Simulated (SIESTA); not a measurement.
PdPt3:

```xyz
4
Lattice="-1.9719 1.9719 3.9157 1.9719 -1.9719 3.9157 1.9719 1.9719 -3.9157" Properties=species:S:1:pos:R:3 pbc="T T T"
Pt    0.0000    0.0000    3.9157
Pt    1.9719    0.0000    1.9579
Pt    0.0000    1.9719    1.9579
Pd    0.0000    0.0000    0.0000
```

The cell comes from a database or a generator and needn't be the stable form of this composition.

```yaml
Program: SIESTA 5.4.2
Task: single point
Functional: PBEsol
Potentials_or_basis: PseudoDojo 0.4 standard (PBEsol files)
Basis: DZP (energy shift 0.003 Ry; two zetas on semicore shells)
Grid_cutoff: 800 Ry
Energy_shift: 0.003 Ry
k_mesh: 10 × 10 × 10
Occupations: fermi-dirac, width 0.05 eV
Spin: no spin polarisation
```

On this cell: pressure -3.9 GPa; largest force under 0.003 eV/Å; band gap on the k mesh none (metal or under the smearing width).

The same run follows on a disturbed copy (atoms moved at random, drawn with an rms of 0.05 Å):

```xyz
4
Lattice="-1.9719 1.9719 3.9157 1.9719 -1.9719 3.9157 1.9719 1.9719 -3.9157" Properties=species:S:1:pos:R:3 pbc="T T T"
Pt   -0.0484   -0.0014    3.9013
Pt    1.9520   -0.0029    1.9836
Pt   -0.0058    1.9759    1.9563
Pd   -0.0021   -0.0253   -0.0192
```

Question: What does the disturbed cell give?

Answer: The energy (extrapolated to zero smearing) moves by +6.8 meV/atom; pressure -3.6 GPa; largest force 0.635 eV/Å; band gap on the k mesh none (metal or under the smearing width).

Forces in eV/Å, atoms in the order of the input:
```
Pt   0.486 -0.128  0.387
Pt   0.023 -0.035 -0.531
Pt  -0.191 -0.133 -0.250
Pd  -0.318  0.296  0.393
```

Stress tensor (GPa, compression positive):
```
-3.84 -0.10  0.11
-0.10 -3.72  0.07
 0.11  0.07 -3.35
```

Caveats: short orbitals over semicore shells can move pressures by several GPa; the basis of atomic orbitals isn't converged, which shifts pressures, moduli and gaps.
